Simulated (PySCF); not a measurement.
# Co (Co5+): the cost of one run

Computed with PySCF 2.14.0 and routines of our own; the level stands in each step. Atoms count from 0.

## Step 1: The system as given

1 atom, charge 5, states of the metal's open shell are computed; geometry from: free ion.

## Step 2: Ligand-field states: state-averaged CASSCF

Job settings and geometry (Å):

```
{"job": {"kind": "lf", "basis": {"metal": "x2c-TZVPall", "ligand": "x2c-SVPall"}, "nevpt": true}, "charge": 5, "metal": "Co", "open_shell": "d4"}
Co     0.000000     0.000000     0.000000
```

Level: state-averaged CASSCF of the metal d shell, SC-NEVPT2 on the averaged canonical orbitals, state-interaction spin-orbit coupling.

Command:

```
$ OMP_NUM_THREADS=1 python lf_run.py task.json out
```

The driver reads the jobs from task.json and runs them one after another.

Q: Estimate the wall time and peak memory of this first job on 1 thread of Arm Neoverse V1, shared host.

About 6 s, with a peak of 0.15 GiB.
